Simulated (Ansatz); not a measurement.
# BClHOSi: the cost of one run

Method: RKS PBE-D4/def2-SVP, in Ansatz 0.2.0.

### 1 The structure to begin with

Bond lengths: O1–Si2 1.538 Å, Si2–B3 1.875 Å, B3–Cl4 1.818 Å, Si2–H5 1.545 Å. Angles: O1–Si2–B3 131.4°, O1–Si2–H5 112.4°, B3–Si2–H5 111.3°, Si2–B3–Cl4 128.7°.

As a file:

```xyz
5

O     0.3351    2.0131   -0.4616
Si    0.2034    0.6247    0.1869
B    -0.7799   -0.8908   -0.3159
Cl   -0.1942   -2.4103   -1.1235
H     0.4356    0.6634    1.7141
```

### 2 Preparing the start

Contents of input.yaml:

```yaml
crystal:
  periodic: [false, false, false]
  atoms:
    - { symbol: O, position_ang: [0.33508, 2.01308, -0.4616] }
    - { symbol: Si, position_ang: [0.20344, 0.62466, 0.18689] }
    - { symbol: B, position_ang: [-0.77991, -0.89083, -0.31592] }
    - { symbol: Cl, position_ang: [-0.19419, -2.41034, -1.12347] }
    - { symbol: H, position_ang: [0.43559, 0.66343, 1.7141] }
total_charge: -1
basis:
  gaussian: { orbitals: def2-SVP }
hamiltonian:
  xc: pbe
  dispersion: d4
relax:
  f_tol: 0.02
  max_steps: 40
output:
  orbitals: {}
```

Run with:

```
ansatz run input.yaml --threads 1 --pin off --max-ram 2048MiB --backend cpu --events-out ev --progress --plain --runs-dir out
```

**Question.** How long does this run take on 1 thread of Arm Neoverse V1, shared host, and how much memory does it need?

About 20 s, with a peak of 0.15 GiB.
